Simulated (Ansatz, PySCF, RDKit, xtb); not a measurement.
**Which structure has the formula [ZnSiNH4]+?, part 1 of 2**

Given the formula [ZnSiNH4]+ (charge +1) and nothing else, which arrangement of the atoms is the most stable in the gas at 298.15 K, and what are its properties?

The funnel: GFN2-xTB relaxations, single points with a density functional, relaxations at B3LYP-D3(BJ)/def2-SVP, harmonic vibrations, and a last energy at a higher level. All values are calculated.

8 further runs of the same task are left out: 8 set aside as unsound or not needed.

## (1) Possible bonding patterns

All bonding patterns within simple valence rules are listed by program: one Lewis structure each, at most two rings and one unusual centre or charged pair. O–O, O–halogen and N–halogen bonds and N–N–N chains are not drawn. That gives 13 candidates.

```csv
label,SMILES,spin
c128,[NH3+][Si][ZnH],triplet
c131,[NH3+][Zn][SiH],triplet
c305,[SiH+]=[NH+][ZnH2-],singlet
c398,[NH2+]=[Si+][ZnH2-],singlet
c426,[NH2+]1[SiH+][ZnH-]1,singlet
c463,[NH3+][Zn][SiH],singlet
c602,[NH2+]=[SiH][ZnH],singlet
c764,[NH2+]1[SiH2][Zn]1,singlet
c771,[NH3+][Si][ZnH],singlet
c810,[SiH][NH2+][ZnH],singlet
c844,[NH2][Zn][SiH2+],singlet
c907,[SiH][NH2+][ZnH],triplet
c914,[SiH2]=[NH+][ZnH],singlet
```

Candidates are built by distance geometry, with a force field where one applies, in up to four conformers (letters a to d). 6 starts with atoms placed at random are added, to find patterns that the rules miss.

## (2) Cheap relaxation of all starts

All 24 starts are relaxed the same way. One of them, c917 (atoms placed at random), in full:

Contents of start.xyz:

```xyz
7
c917
N      1.125920     0.048370    -0.389730
Si    -1.152510     0.972370    -1.713340
Zn    -1.089950    -0.923440     0.399030
H      0.022580    -1.624930    -0.759860
H      0.407590     0.332570    -1.836880
H     -0.478550     0.582770    -0.391970
H      2.168920     0.201350    -0.415110
```

The run is started by

```console
$ xtb start.xyz --gfn 2 --opt --chrg 1
```

Standard output, cut to the lines that bear on the results:

```text
* xtb version 6.7.1
[...]
          :  # basis functions                  22          :
[...]
          :  # electrons                        14          :
[...]
          :  Hamiltonian                  GFN2-xTB          :
[...]
          :  net charge                          1          :
          :  unpaired electrons                  0          :
[...]
   *** convergence criteria satisfied after 28 iterations ***
[...]
   *** GEOMETRY OPTIMIZATION CONVERGED AFTER 45 ITERATIONS ***
[...]
   *** convergence criteria satisfied after 3 iterations ***
[...]
         ::                     SUMMARY                     ::
         :::::::::::::::::::::::::::::::::::::::::::::::::::::
         :: total energy              -6.807133674338 Eh    ::
         :: gradient norm              0.000501797061 Eh/a0 ::
         :: HOMO-LUMO gap              2.636126564599 eV    ::
         ::.................................................::
         :: SCC energy                -6.870145731215 Eh    ::
         :: -> isotropic ES            0.112406654565 Eh    ::
         :: -> anisotropic ES         -0.006423419914 Eh    ::
         :: -> anisotropic XC         -0.002263627288 Eh    ::
         :: -> dispersion             -0.003370656827 Eh    ::
         :: repulsion energy           0.063012056877 Eh    ::
         :: add. restraining           0.000000000000 Eh    ::
         :: total charge               1.000000000000 e     ::
         :::::::::::::::::::::::::::::::::::::::::::::::::::::
[...]
         7        2.0000           -0.5244514             -14.2710 (HOMO)
         8                         -0.4275755             -11.6349 (LUMO)
[...]
     #   Z          covCN         q      C6AA      α(0)
     1   7 N        3.314    -0.336    28.629     7.947
     2  14 Si       2.534     0.454   177.499    29.211
     3  30 Zn       0.891     0.211   200.109    31.352
     4   1 H        0.860     0.229     0.969     1.542
     5   1 H        0.860     0.225     0.985     1.555
     6   1 H        0.908    -0.019     3.410     2.889
     7   1 H        0.860     0.236     0.942     1.520
[...]
     #   Z sym  total        # sym  WBO       # sym  WBO       # sym  WBO
 ---------------------------------------------------------------------------
     1   7 N    3.424 --     5 H    0.947     7 H    0.941     4 H    0.939
                             2 Si   0.559
     2  14 Si   2.548 --     3 Zn   1.042     6 H    0.946     1 N    0.559
     3  30 Zn   1.104 --     2 Si   1.042
     4   1 H    0.948 --     1 N    0.939
     5   1 H    0.949 --     1 N    0.947
     6   1 H    1.000 --     2 Si   0.946
     7   1 H    0.945 --     1 N    0.941
 ---------------------------------------------------------------------------
[...]
molecular dipole:
                 x           y           z       tot (Debye)
 q only:       -0.623      -0.124      -1.624
   full:       -0.384      -0.461      -1.316       3.675
molecular quadrupole (traceless):
[...]
          | TOTAL ENERGY               -6.807133674338 Eh   |
          | GRADIENT NORM               0.000501797061 Eh/α |
          | HOMO-LUMO GAP               2.636126564599 eV   |
           -------------------------------------------------
[...]
```

Run time: 0.19 s. Hardware: 1 thread of Intel Xeon Platinum 8259CL at 2.50GHz (Skylake/Cascade Lake), shared host.

## (3) Distinct minima at GFN2-xTB

24 of the 24 relaxations converged; 9 ended on a minimum already found. 15 distinct structures remain:

```csv
label,start,SMILES after,spin,energy (kcal/mol),note
c764a,drawn,[NH2][SiH2][Zn] ‡,singlet,0.0,bonds changed
c914a,drawn,[SiH2]=[NH+][ZnH],singlet,4.0,
c426a,drawn and random,[NH2+]=[SiH][ZnH],singlet,5.2,bonds changed
c917,random,[NH3][SiH][Zn] ‡,singlet,22.0,
c463b,drawn,[NH3].[SiH][Zn] ‡,singlet,25.6,loosely bound
c398a,drawn and random,[NH2][Si][ZnH2] ‡,singlet,28.0,
c635,random,[H][H].[Si][NH][ZnH] ‡,singlet,28.4,loosely bound
c814,random,[NH][SiH].[ZnH2] ‡,singlet,35.3,loosely bound
c305a,drawn,[NH][SiH].[ZnH2] ‡,singlet,41.0,fell apart
c771a,drawn,[NH3+][Si][ZnH],singlet,45.8,
c844a,drawn,[NH2][Zn][SiH2+],singlet,46.8,
c907b,drawn,[SiH2][NH2][Zn] ‡,triplet,59.6,bonds changed
c131b,drawn,[NH3].[SiH][Zn] ‡,triplet,60.6,loosely bound
c128a,drawn,[NH3+][Si][ZnH],triplet,64.5,
c907a,drawn,[NH2+]=[SiH][ZnH],triplet,66.2,bonds changed
```

‡ marks the bonded skeleton alone, with all bonds drawn single: no Lewis structure was assigned that passes a check against the bond lengths.

GFN2-xTB has no spin polarisation, so it can't rank spin states and is rough for open shells.

## (4) Screening with a density functional

A choice of the minima (the low ones first, few conformers of a pattern, up to a cap) and the lowest that fell apart get a single point at r2SCAN-D4/def2-SVP on the tight-binding geometry, and one at HF/STO-3G for comparison. The lowest singlets are also tried as triplets at the same geometry (label ending in t). The first, c764a:

Contents of input.yaml:

```yaml
basis:
  gaussian:
    orbitals: def2-SVP
crystal:
  periodic: [false, false, false]
  atoms:
    - {symbol: "N", position_ang: [0.168116, -0.297620, -0.084425]}
    - {symbol: Si, position_ang: [0.148733, 1.389494, -0.115750]}
    - {symbol: Zn, position_ang: [-1.950307, 2.145308, -1.341526]}
    - {symbol: H, position_ang: [0.606970, -0.876118, -0.787346]}
    - {symbol: H, position_ang: [-0.235339, -0.862904, 0.650256]}
    - {symbol: H, position_ang: [1.151467, 1.923513, -1.033567]}
    - {symbol: H, position_ang: [-0.145062, 1.952079, 1.199582]}
total_charge: 1
hamiltonian:
  xc: r2scan
  dispersion: d4
scf:
  lower_state_search: "off"
output: {orbitals: {seedname: orbitals}}
```

The run is started by

```console
$ ansatz run input.yaml --threads 1 --pin off --max-ram 2610MiB --events-out events.jsonl --progress --plain --runs-dir runs
```

Standard output, cut to the lines that bear on the results:

```text
Warning: RAYON_NUM_THREADS=1 ignored (pool sized by the plan → 1); use --threads N
Functional definition: r2SCAN
  name "r2SCAN"
[...]
958 factors; their error is unknown
[...]
mean field -57833.13515762 eV, -2125.3285163357 hartree, gradient 6.1e-7 eV, S^2 0.000000; 0 other end points of the search recorded, 0 dependent functions left out
reference -57833.13517033 eV, -2125.3285168028 hartree; 27, 27 occupied and 56, 56 virtual orbitals, 958 factors
Total energy: -57833.16407758 eV, -2125.3295791243 hartree
Checks for a lower state left out: stability, starts, cluster_reference, orbital_swaps, neighbouring_geometries, increment
```

Run time: 2.4 s. Hardware: 1 thread of Intel Xeon Platinum 8259CL at 2.50GHz (Skylake/Cascade Lake), shared host.

Relative energies in kcal/mol, each column from its lowest structure that stays in one piece:

```csv
label,SMILES,spin,GFN2-xTB,HF/STO-3G,r2SCAN-D4/def2-SVP
c764a,[NH2][SiH2][Zn] ‡,singlet,0.0,119.5,0.0
c426a,[NH2+]=[SiH][ZnH],singlet,5.2,175.0,7.7
c914a,[SiH2]=[NH+][ZnH],singlet,4.0,163.6,8.1
c917,[NH3][SiH][Zn] ‡,singlet,22.0,134.2,13.7
c907b,[SiH2][NH2][Zn] ‡,triplet,59.6,0.0,31.6
c463b,[NH3].[SiH][Zn] ‡,singlet,25.6,149.4,33.2
c635,[H][H].[Si][NH][ZnH] ‡,singlet,28.4,206.9,43.2
c131b,[NH3].[SiH][Zn] ‡,triplet,60.6,33.0,43.6
c128a,[NH3+][Si][ZnH],triplet,64.5,15.7,46.6
c764at,[NH2][SiH2][Zn] ‡,triplet,–,–,53.2
c398a,[NH2][Si][ZnH2] ‡,singlet,28.0,223.0,59.6
c814,[NH][SiH].[ZnH2] ‡,singlet,35.3,274.4,78.4
c426at,[NH2+]=[SiH][ZnH],triplet,–,–,88.1
c914at,[SiH2]=[NH+][ZnH],triplet,–,–,102.0
c305a,[NH][SiH].[ZnH2] ‡,singlet,41.0,328.1,106.6
```

‡ marks the bonded skeleton alone, with all bonds drawn single: no Lewis structure was assigned that passes a check against the bond lengths.

## (5) Relaxing the best candidates

4 candidates are relaxed at B3LYP-D3(BJ)/def2-SVP (chosen among the lowest in one piece). The first, c764a:

Contents of input.yaml:

```yaml
crystal:
  periodic: [false, false, false]
  atoms:
    - {symbol: N, position_ang: [0.168116, -0.297620, -0.084425]}
    - {symbol: Si, position_ang: [0.148733, 1.389494, -0.115750]}
    - {symbol: Zn, position_ang: [-1.950307, 2.145308, -1.341526]}
    - {symbol: H, position_ang: [0.606970, -0.876118, -0.787346]}
    - {symbol: H, position_ang: [-0.235339, -0.862904, 0.650256]}
    - {symbol: H, position_ang: [1.151467, 1.923513, -1.033567]}
    - {symbol: H, position_ang: [-0.145062, 1.952079, 1.199582]}
basis:
  gaussian:
    orbitals: def2-SVP
total_charge: 1
hamiltonian:
  xc: {name: B3LYP}
  dispersion: d3bj
scf:
  lower_state_search: "off"
relax:
  f_tol: 0.003
```

The run is started by

```console
$ ansatz run input.yaml --threads 1 --pin off --max-ram 2610MiB --events-out events.jsonl --progress --plain --runs-dir runs
```

Standard output, cut to the lines that bear on the results:

```text
Warning: RAYON_NUM_THREADS=1 ignored (pool sized by the plan → 1); use --threads N
[...]
Functional definition: B3LYP
  name "B3LYP"
[...]
853 factors; integrals over basis functions are off by at most 3.4e-4 eV
[...]
mean field -57837.27540439 eV, -2125.4806675979 hartree, gradient 3.3e-6 eV, S^2 0.000000; 0 other end points of the search recorded, 0 dependent functions left out
[...]
reference -57837.27564112 eV, -2125.4806762977 hartree; 27, 27 occupied and 56, 56 virtual orbitals, 853 factors
relax step   1: F+E_penalty+E_count = -57837.55667513 eV  Δ(F+E_penalty+E_count) = +0.000e0 eV  max|allowed force component| = 7.445e-1 eV/Å  Δτ_max = 0.0000 Å  (15 SCF iters, accepted)
[...]
relax step   6: F+E_penalty+E_count = -57837.59354287 eV  Δ(F+E_penalty+E_count) = -4.711e-5 eV  max|allowed force component| = 3.294e-3 eV/Å  Δτ_max = 0.0023 Å  (13 SCF iters, accepted)
[...]
relax step   7: F+E_penalty+E_count = -57837.59354446 eV  Δ(F+E_penalty+E_count) = -1.589e-6 eV  max|allowed force component| = 4.801e-4 eV/Å  Δτ_max = 0.0005 Å  (13 SCF iters, accepted)
Total energy: -57837.59378182 eV, -2125.4923677527 hartree
Atom 0 at     0.211590    -0.330155    -0.059438 Å, force     0.000077     0.000420     0.000438 eV/Å
Atom 1 at     0.153177     1.350385    -0.112585 Å, force     0.000190     0.000074    -0.000241 eV/Å
Atom 2 at    -1.981435     2.198651    -1.362217 Å, force     0.000060    -0.000018     0.000075 eV/Å
Atom 3 at     0.608326    -0.902690    -0.801996 Å, force     0.000178    -0.000039    -0.000480 eV/Å
Atom 4 at    -0.242390    -0.885908     0.662798 Å, force    -0.000401    -0.000247     0.000407 eV/Å
Atom 5 at     1.140297     1.958973    -1.026144 Å, force    -0.000129     0.000119     0.000078 eV/Å
Atom 6 at    -0.144988     1.984495     1.186806 Å, force     0.000024    -0.000308    -0.000276 eV/Å
Dipole moment:     0.012556    -0.211332     0.009746 e Å
Checks for a lower state left out: stability, starts, cluster_reference, orbital_swaps, neighbouring_geometries, increment
```

Wall time 20 s (1 thread of Intel Xeon Platinum 8259CL at 2.50GHz (Skylake/Cascade Lake), shared host).

Energy change by step (eV): 0.0000, -0.0301, -0.0356, -0.0358, -0.0368, -0.0369, -0.0369.

After the run. Bond lengths: N1–Si2 1.682 Å, Si2–Zn3 2.615 Å, N1–H4 1.018 Å, N1–H5 1.018 Å, Si2–H6 1.476 Å, Si2–H7 1.476 Å. Angles: N1–Si2–Zn3 111.6°, N1–Si2–H6 114.1°, N1–Si2–H7 114.1°, Zn3–Si2–H6 96.7°, Zn3–Si2–H7 96.7°, Si2–N1–H4 123.5°, Si2–N1–H5 123.5°, H6–Si2–H7 120.2°, H4–N1–H5 112.6°.

## (6) Ranking at B3LYP-D3(BJ)/def2-SVP

```csv
label,spin,r2SCAN-D4/def2-SVP (kcal/mol),"B3LYP-D3(BJ)/def2-SVP, relaxed (kcal/mol)",time
c764a,singlet,0.0,0.0,20 s
c917,singlet,13.7,10.1,22 s
c426a,singlet,7.7,11.0,20 s
c914a,singlet,8.1,11.7,18 s
```

c764a: Bond lengths: N1–Si2 1.682 Å, Si2–Zn3 2.615 Å, N1–H4 1.018 Å, N1–H5 1.018 Å, Si2–H6 1.476 Å, Si2–H7 1.476 Å. Angles: N1–Si2–Zn3 111.6°, N1–Si2–H6 114.1°, N1–Si2–H7 114.1°, Zn3–Si2–H6 96.7°, Zn3–Si2–H7 96.7°, Si2–N1–H4 123.5°, Si2–N1–H5 123.5°, H6–Si2–H7 120.2°, H4–N1–H5 112.6°.

c917: Bond lengths: N1–Si2 2.044 Å, Si2–Zn3 2.572 Å, N1–H4 1.026 Å, N1–H5 1.027 Å, Si2–H6 1.525 Å, N1–H7 1.029 Å. Angles: N1–Si2–Zn3 98.1°, N1–Si2–H6 88.4°, Zn3–Si2–H6 88.3°, Si2–N1–H4 116.2°, Si2–N1–H5 113.0°, Si2–N1–H7 107.4°, H4–N1–H5 107.6°, H4–N1–H7 105.8°, H5–N1–H7 106.0°.

c426a: Bond lengths: N1–Si2 1.673 Å, Si2–Zn3 2.464 Å, N1–H4 1.022 Å, N1–H5 1.020 Å, Si2–H6 1.486 Å, Zn3–H7 1.528 Å. Angles: N1–Si2–Zn3 122.0°, N1–Si2–H6 108.0°, Zn3–Si2–H6 130.0°, Si2–N1–H4 123.7°, Si2–N1–H5 124.6°, Si2–Zn3–H7 179.3°, H4–N1–H5 111.7°.

c914a: Bond lengths: N1–Si2 1.645 Å, N1–Zn3 1.930 Å, Si2–H4 1.473 Å, Si2–H5 1.475 Å, N1–H6 1.026 Å, Zn3–H7 1.510 Å. Angles: Si2–N1–Zn3 131.8°, N1–Si2–H4 117.8°, N1–Si2–H5 121.1°, Si2–N1–H6 115.0°, Zn3–N1–H6 113.3°, N1–Zn3–H7 179.5°, H4–Si2–H5 121.1°.

## (7) Are they minima? Harmonic frequencies

The lowest few in one piece go on as finalists (c914a drops out). Harmonic vibrations at B3LYP-D3(BJ)/def2-SVP test each finalist and give the zero-point energy and the thermal terms. The first, c764a:

Contents of input.yaml:

```yaml
crystal:
  periodic: [false, false, false]
  atoms:
    - {symbol: N, position_ang: [0.211590, -0.330155, -0.059438]}
    - {symbol: Si, position_ang: [0.153177, 1.350385, -0.112585]}
    - {symbol: Zn, position_ang: [-1.981435, 2.198651, -1.362217]}
    - {symbol: H, position_ang: [0.608326, -0.902690, -0.801996]}
    - {symbol: H, position_ang: [-0.242390, -0.885908, 0.662798]}
    - {symbol: H, position_ang: [1.140297, 1.958973, -1.026144]}
    - {symbol: H, position_ang: [-0.144988, 1.984495, 1.186806]}
basis:
  gaussian:
    orbitals: def2-SVP
total_charge: 1
hamiltonian:
  xc: {name: B3LYP}
  dispersion: d3bj
scf:
  lower_state_search: off
phonons: {}
```

The run is started by

```console
$ ansatz run input.yaml --threads 1 --pin off --max-ram 2610MiB --events-out events.jsonl --progress --plain --runs-dir runs
```

Standard output, cut to the lines that bear on the results:

```text
Warning: RAYON_NUM_THREADS=1 ignored (pool sized by the plan → 1); use --threads N
Functional definition: B3LYP
  name "B3LYP"
[...]
853 factors; integrals over basis functions are off by at most 2.7e-4 eV
[...]
mean field -57837.31152173 eV, -2125.4819948857 hartree, gradient 3.1e-6 eV, S^2 0.000000; 0 other end points of the search recorded, 0 dependent functions left out
[...]
reference -57837.31175908 eV, -2125.4820036083 hartree; 27, 27 occupied and 56, 56 virtual orbitals, 853 factors
[...]
853 factors; integrals over basis functions are off by at most 2.7e-4 eV
mean field -57837.31148775 eV, -2125.4819936370 hartree, gradient 2.9e-6 eV, S^2 0.000000; 0 other end points of the search recorded, 0 dependent functions left out
[...]
reference -57837.31172511 eV, -2125.4820023597 hartree; 27, 27 occupied and 56, 56 virtual orbitals, 853 factors
[...]
Total energy: -57837.59377962 eV, -2125.4923676718 hartree
Atom 0 at     0.211590    -0.330155    -0.059438 Å, force     0.000068     0.000448     0.000467 eV/Å
Atom 1 at     0.153177     1.350385    -0.112585 Å, force     0.000185     0.000064    -0.000240 eV/Å
Atom 2 at    -1.981435     2.198651    -1.362217 Å, force     0.000058    -0.000015     0.000075 eV/Å
Atom 3 at     0.608326    -0.902690    -0.801996 Å, force     0.000191    -0.000056    -0.000505 eV/Å
Atom 4 at    -0.242390    -0.885908     0.662798 Å, force    -0.000402    -0.000249     0.000408 eV/Å
Atom 5 at     1.140297     1.958973    -1.026144 Å, force    -0.000125     0.000121     0.000074 eV/Å
Atom 6 at    -0.144988     1.984495     1.186806 Å, force     0.000025    -0.000313    -0.000280 eV/Å
Dipole moment:     0.012555    -0.211332     0.009745 e Å
Vibrations: 138.99 209.74 337.10 469.93 528.97 654.24 733.65 871.46 886.79 953.16 1534.11 2286.46 2328.48 3551.07 3645.89 cm⁻¹, zero-point energy 1.185912 eV
Checks for a lower state left out: stability, starts, cluster_reference, orbital_swaps, neighbouring_geometries, increment
```

Run time: 1.7 min. Hardware: 1 thread of Intel Xeon Platinum 8259CL at 2.50GHz (Skylake/Cascade Lake), shared host.

## (8) Thermal terms of the finalists

At 298.15 K and 1 atm, ideal gas, rigid rotor and harmonic oscillator:

```csv
label,SMILES,spin,point group,lowest mode (cm⁻¹),zero-point (kcal/mol),G − E (kcal/mol)
c764a,[NH2][SiH2][Zn] ‡,singlet,Cs,139,27.3,9.0
c917,[NH3][SiH][Zn] ‡,singlet,C1,115,29.5,10.4
c426a,[NH2+]=[SiH][ZnH],singlet,Cs,136,26.1,7.8
```

Chiral structures get −RT ln 2 for their mirror image.

‡ marks the bonded skeleton alone, with all bonds drawn single: no Lewis structure was assigned that passes a check against the bond lengths.

## (9) The final energy

Each finalist gets a single point at CCSD(T)/def2-TZVP.

c764a, CCSD(T)/def2-TZVP:

Contents of input.yaml:

```yaml
basis:
  gaussian: {orbitals: def2-TZVP}
crystal:
  periodic: [false, false, false]
  atoms:
    - symbol: N
      position_ang: [0.211590, -0.330155, -0.059438]
    - symbol: Si
      position_ang: [0.153177, 1.350385, -0.112585]
    - symbol: Zn
      position_ang: [-1.981435, 2.198651, -1.362217]
    - symbol: H
      position_ang: [0.608326, -0.902690, -0.801996]
    - symbol: H
      position_ang: [-0.242390, -0.885908, 0.662798]
    - symbol: H
      position_ang: [1.140297, 1.958973, -1.026144]
    - symbol: H
      position_ang: [-0.144988, 1.984495, 1.186806]
total_charge: 1
correlation: {method: ccsd_t, frozen_orbitals: {Zn: 5, "N": 1, Si: 5, H: 0}}
```

The run is started by

```console
$ ansatz run input.yaml --threads 1 --pin off --max-ram 2610MiB --events-out events.jsonl --progress --plain --runs-dir runs
```

Standard output, cut to the lines that bear on the results:

```text
Warning: RAYON_NUM_THREADS=1 ignored (pool sized by the plan → 1); use --threads N
Functional definition: HF
  name "HF"
[...]
1022 factors; integrals over basis functions are off by at most 1.5e-3 eV
[...]
mean field -57778.72605124 eV, -2123.3290185558 hartree, gradient 2.8e-6 eV, S^2 0.000000; 0 other end points of the search recorded, 0 dependent functions left out; unrestricted orbitals would lower it
11 core orbitals not correlated, not the lowest: weight in the atoms' cores, before any rotation towards them, 1.000 or more for the frozen orbitals, at most 0.000 for the correlated occupied ones
reference -57778.72605124 eV, -2123.3290185558 hartree; 16, 16 occupied and 113, 113 virtual orbitals, 1022 factors
second order -26.39944537 eV of doubles, -0.00000000 eV of singles
cycle   1  -23.77597185 eV  change     2.6e0 eV  update   1.4e-1
[...]
cycle  12  -25.06167759 eV  change   -9.1e-6 eV  update   5.5e-6
perturbative correction -0.67403750 eV, -0.0247704212 hartree
Total energy: -57804.46176632 eV, -2124.2747886410 hartree
```

Run time: 44 s. Hardware: 1 thread of Intel Xeon Platinum 8259CL at 2.50GHz (Skylake/Cascade Lake), shared host; peak memory 0.94 GiB.

## (10) c917 at CCSD(T)/def2-TZVP

Contents of input.yaml:

```yaml
crystal:
  periodic: [false, false, false]
  atoms:
    - {symbol: "N", position_ang: [0.899347, -0.205321, -1.116593]}
    - {symbol: Si, position_ang: [-0.848418, 0.838319, -0.936844]}
    - {symbol: Zn, position_ang: [-2.329680, -1.077877, -0.069955]}
    - {symbol: H, position_ang: [1.154515, -0.803039, -0.322326]}
    - {symbol: H, position_ang: [0.937157, -0.782557, -1.964904]}
    - {symbol: H, position_ang: [-0.469703, 1.137980, 0.509810]}
    - {symbol: H, position_ang: [1.660780, 0.481555, -1.207048]}
basis:
  gaussian:
    orbitals: def2-TZVP
total_charge: 1
correlation:
  method: ccsd_t
  frozen_orbitals: {Zn: 5, "N": 1, Si: 5, H: 0}
```

The run is started by

```console
$ ansatz run input.yaml --threads 1 --pin off --max-ram 2610MiB --events-out events.jsonl --progress --plain --runs-dir runs
```

Standard output, cut to the lines that bear on the results:

```text
Warning: RAYON_NUM_THREADS=1 ignored (pool sized by the plan → 1); use --threads N
Functional definition: HF
  name "HF"
[...]
1025 factors; integrals over basis functions are off by at most 1.1e-3 eV
[...]
mean field -57777.89368166 eV, -2123.2984295380 hartree, gradient 2.3e-6 eV, S^2 0.000000; 0 other end points of the search recorded, 0 dependent functions left out; unrestricted orbitals would lower it
[...]
11 core orbitals not correlated, not the lowest: weight in the atoms' cores, before any rotation towards them, 1.000 or more for the frozen orbitals, at most 0.000 for the correlated occupied ones
reference -57777.89368166 eV, -2123.2984295380 hartree; 16, 16 occupied and 113, 113 virtual orbitals, 1025 factors
second order -26.53237057 eV of doubles, -0.00000000 eV of singles
cycle   1  -23.98011574 eV  change     2.6e0 eV  update   1.5e-1
[...]
cycle  14  -25.29342234 eV  change    2.5e-5 eV  update   2.6e-6
perturbative correction -0.70090676 eV, -0.0257578484 hartree
Total energy: -57803.88801076 eV, -2124.2537035128 hartree
```

Wall time 47 s (1 thread of Intel Xeon Platinum 8259CL at 2.50GHz (Skylake/Cascade Lake), shared host); peak memory 0.94 GiB.

For c764a, c917 the log finds that unrestricted Hartree-Fock orbitals lie lower, a sign to watch the closed-shell reference there.

(Continued in part 2 of 2.)
